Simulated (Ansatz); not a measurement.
Task: a rigid torsion scan of GeH3IO, SMILES [OH][GeH2][I], with Ansatz's Python interface. Give the script and its output. Use (for the species named): Hartree-Fock, def2-SVP basis, multiplicity 1.

```
atom    x (Å)    y (Å)    z (Å)
   O  -0.5769  -1.4020   0.1166
  Ge   0.3525   0.1346   0.1560
   I  -1.2071   2.1608   0.0496
   H  -1.0267  -1.3010  -0.7662
   H   1.3244   0.1569  -1.0727
   H   1.1760   0.1867   1.4706
```

Script `geh3io.py`:
```python
"""Energy of GeH3IO as one group turns about a bond."""

import warnings

import ansatz as az
from ase import Atoms

warnings.simplefilter("ignore", az.DeckWarning)

atoms = Atoms(["O", "Ge", "I", "H", "H", "H"], positions=[
    (-0.5769, -1.402, 0.1166),
    (0.3525, 0.1346, 0.156),
    (-1.2071, 2.1608, 0.0496),
    (-1.0267, -1.301, -0.7662),
    (1.3244, 0.1569, -1.0727),
    (1.176, 0.1867, 1.4706),
])

# start the scan from a relaxed geometry
first = (
    az.Crystal.molecule_from_ase(atoms).calculation()
    .basis(gaussian="def2-SVP")  # atom-centred Gaussian functions
    .functional("hf")
    .scf(lower_state_search="standard")
    .relax(force_tolerance=0.02, max_steps=80)
)
atoms.positions = first.run().report["positions_ang"]

start = atoms.get_dihedral(2, 1, 0, 3)
energies = {}
for turn in range(0, 360, 40):
    turned = atoms.copy()
    turned.set_dihedral(2, 1, 0, 3, start + turn, indices=[0, 3])
    setup = (
        az.Crystal.molecule_from_ase(turned).calculation()
        .basis(gaussian="def2-SVP")  # atom-centred Gaussian functions
        .functional("hf")
        .scf(lower_state_search="standard")
    )
    energies[round((start + turn) % 360)] = setup.run().report["free_energy_ev"]
floor = min(energies.values())
print("dihedral I2-Ge1-O0-H3 (deg)   E - E(min) (kJ/mol)")
for angle, e in sorted(energies.items()):
    print(f"{angle:8d} {96.485332 * (e - floor):14.3f}  " + "#" * int(30 * (e - floor) / max(max(energies.values()) - floor, 1e-9)))
```

```console
$ python geh3io.py
dihedral I2-Ge1-O0-H3 (deg)   E - E(min) (kJ/mol)
       9          1.764  ####
      49          0.000
      89          2.482  ######
     129          8.448  #####################
     169         11.944  ##############################
     209         10.764  ###########################
     249          6.633  ################
     289          3.233  ########
     329          2.706  ######
```

Reading the output:
- These settings explore the input space; basis and method may be short of convergence.
- The scan is rigid and the energies are electronic, in a modest basis. With rigid groups the curve can differ much from the relaxed path, the start wasn't checked as a minimum of this torsion, and equivalent turns needn't return to the same energy.
- def2 sets replace the cores of elements past krypton by effective core potentials.
- It ran for 36 s on 1 thread of Intel(R) Xeon(R) Processor @ 2.30GHz, on a shared host, peak memory 0.31 GiB.
